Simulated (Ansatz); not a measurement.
# CH5BrGe: the cost of one run

Method: the settings change from run to run; program: Ansatz 0.2.0, Gaussian basis.

## Step 1: The geometry

The geometry comes from an earlier relaxation with PBE0-D4 in a triple-zeta def2 set; it is a stationary point, not always the lowest conformer.

SMILES `[GeH3][CH2]Br`, 8 atoms, charge 0, spin multiplicity 1.

Atoms are counted from 1 here; the program's logs count them from 0.

Bond lengths: Ge1–C2 1.963 Å, Ge1–H4 1.534 Å, Ge1–H5 1.534 Å, Ge1–H6 1.540 Å, C2–Br3 1.942 Å, C2–H7 1.088 Å, C2–H8 1.088 Å. Angles: C2–Ge1–H4 109.0°, C2–Ge1–H5 109.0°, C2–Ge1–H6 108.6°, H4–Ge1–H5 110.4°, H4–Ge1–H6 109.9°, H5–Ge1–H6 109.9°, Ge1–C2–Br3 110.6°, Ge1–C2–H7 111.7°, Ge1–C2–H8 111.7°, Br3–C2–H7 106.7°, Br3–C2–H8 106.7°, H7–C2–H8 109.2°.

## Step 2: wB97X-V/def2-SVP

Options: high accuracy, the search for lower states set to light.

in.yaml reads:

```yaml
crystal:
  periodic: [false, false, false]
  atoms:
    - {symbol: Ge, position_ang: [-0.568749, 0.625859, -0.492719]}
    - {symbol: C, position_ang: [0.499424, -0.563269, 0.646663]}
    - {symbol: Br, position_ang: [1.687275, -1.657766, -0.430982]}
    - {symbol: H, position_ang: [-1.405459, -0.224764, -1.456328]}
    - {symbol: H, position_ang: [0.374711, 1.547250, -1.275786]}
    - {symbol: H, position_ang: [-1.495864, 1.465840, 0.405725]}
    - {symbol: H, position_ang: [1.129058, -0.002446, 1.334227]}
    - {symbol: H, position_ang: [-0.128196, -1.247805, 1.213401]}
basis:
  gaussian: {orbitals: def2-SVP}
hamiltonian: {xc: {name: wB97X-V}}
accuracy: high
scf: {lower_state_search: light}
```

Run with:

```sh
> ansatz run in.yaml --threads 4 --pin off --events-out ev --progress --plain --max-ram 10444MiB
```

What time and memory should one allow on 4 threads of Arm Neoverse V2, shared host?

About 18 s, with a peak of 0.67 GiB.
